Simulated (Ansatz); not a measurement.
# ClH7O2Si: the cost of one run

Method: PBE0-D4, def2-SVP first, then def2-TZVP; program: Ansatz 0.2.0, Gaussian basis.

190 further runs of the same task are left out: 190 set aside as unsound or not needed.

## 1. Starting geometry

The guess: 11 atoms, charge 0, spin multiplicity 1.

Atoms are counted from 1 here; the program's logs count them from 0.

Bond lengths: Si1–H3 1.489 Å, Si1–H4 1.452 Å, Si1–H5 1.456 Å, Si1–O7 1.787 Å, H6–O7 1.099 Å, O7–H10 0.960 Å, H8–O9 1.017 Å, O9–H11 0.962 Å. Angles: H3–Si1–H4 100.9°, H3–Si1–H5 100.1°, H3–Si1–O7 93.8°, H4–Si1–H5 143.2°, H4–Si1–O7 100.8°, H5–Si1–O7 107.6°, Si1–O7–H6 117.1°, Si1–O7–H10 113.1°, H6–O7–H10 109.1°, H8–O9–H11 105.6°.

Coordinates:

```xyz
11

Si   -0.4542    0.1145   -1.4012
Cl    1.6551   -1.0180   -0.5820
H    -1.6703    0.7833   -1.9416
H    -0.9232   -1.2546   -1.2861
H     0.5804    0.9449   -2.0001
H    -0.1284    0.2403    1.0628
O    -0.7251    0.7035    0.2643
H     1.3168   -0.6489    1.2296
O     0.7062   -0.3573    1.9884
H    -0.6655    1.6582    0.3407
H     0.3082   -1.1658    2.3252
```

Distances that are to change: Si1–O7 1.79 Å, H6–O9 1.38 Å, Cl2–H8 1.88 Å, Si1–Cl2 2.53 Å, H6–O7 1.10 Å, H8–O9 1.02 Å.

## 2. Relaxing the guess with the reacting distances held

hold/in.yaml

```yaml
crystal:
  periodic: [false, false, false]
  atoms:
    - {symbol: Si, position_ang: [-0.454200, 0.114500, -1.401200]}
    - {symbol: Cl, position_ang: [1.655100, -1.018000, -0.582000]}
    - {symbol: H, position_ang: [-1.670300, 0.783300, -1.941600]}
    - {symbol: H, position_ang: [-0.923200, -1.254600, -1.286100]}
    - {symbol: H, position_ang: [0.580400, 0.944900, -2.000100]}
    - {symbol: H, position_ang: [-0.128400, 0.240300, 1.062800]}
    - {symbol: O, position_ang: [-0.725100, 0.703500, 0.264300]}
    - {symbol: H, position_ang: [1.316800, -0.648900, 1.229600]}
    - {symbol: O, position_ang: [0.706200, -0.357300, 1.988400]}
    - {symbol: H, position_ang: [-0.665500, 1.658200, 0.340700]}
    - {symbol: H, position_ang: [0.308200, -1.165800, 2.325200]}
basis:
  gaussian: {orbitals: def2-SVP}
hamiltonian: {xc: pbe0, dispersion: d4}
relax: {f_tol: 0.04, max_steps: 150, escape_saddle: false, constraints: [{distance: [0, 6]}, {distance: [5, 8]}, {distance: [1, 7]}, {distance: [0, 1]}, {distance: [5, 6]}, {distance: [7, 8]}]}
```

The run is started by

```bash
$ ansatz run in.yaml --threads 4 --pin off --events-out ev --progress --plain --max-ram 9574MiB
```

**Question.** How long does this run take on 4 threads of Arm Neoverse V2, shared host?

About 16 s.
